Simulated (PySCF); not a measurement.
# EuI2 (Eu(I)2+): the cost of one run

Method: several levels, as the steps say, no spin–orbit coupling; program: PySCF 2.14.0.

1 further run of the same task is left out (for a known fault of the program).

## (1) Where the work starts

3 atoms, charge 1, spin multiplicity 1.

Bond lengths: Eu1–I2 2.762 Å, Eu1–I3 2.762 Å. Angles: I2–Eu1–I3 107.3°.

Coordinates:

```xyz
3
charge 1, multiplicity 1
Eu    0.0000    0.0000   -1.0389
I     2.2253    0.0000    0.5973
I    -2.2253    0.0000    0.5973
```

Formal oxidation states: Eu +3. Each metal's 6 4f electrons lie in its core potential, so multiplicities, spins and levels count the valence alone. An earlier session relaxed this geometry at PBE0, Eu lcecp-1-SVP with ECP52, I def2-SVP with ECP28 (singlet, point group C2v).

At PBE0 on the finer grid: E = -630.617567 Eh, HOMO -11.81 eV, LUMO -7.57 eV, Mulliken charge on Eu1 +1.11 e, largest force component 0.015 eV/Å. 

Levels to run: M06-L; revPBE; PBE0, TZVP. Hardware: 2 threads of Intel Xeon at 2.80GHz (Skylake/Cascade Lake), shared host.

## (2) M06-L

run.py (the lines that set the calculation) reads:

```python
mol = gto.M(atom='''
Eu     0.00000     0.00000    -1.03887
I      2.22526     0.00000     0.59732
I     -2.22526     0.00000     0.59732''',
    basis={'Eu': 'lcecp-1-SVP', 'I': 'def2-SVP'},
    ecp={'Eu': 'lcecp-1-SVP', 'I': 'def2-SVP'},
    charge=1, spin=0)
mf = dft.RKS(mol, xc='M06L')
mf.grids.atom_grid = (75, 302)  # f atoms: unpruned, at least (60, 302)
mf = mf.density_fit()  # fitting sets: Eu AutoAux, I def2-universal-JKFIT
mf.conv_tol = 1e-08; mf.max_cycle = 55
mf.kernel(dm0)  # dm0: the density of the relaxed state
```

On the command line:

```console
OMP_NUM_THREADS=2 python run.py
```

**Question.** How long does this run take on 2 threads of Intel Xeon at 2.80GHz (Skylake/Cascade Lake), shared host?

About 9 s.
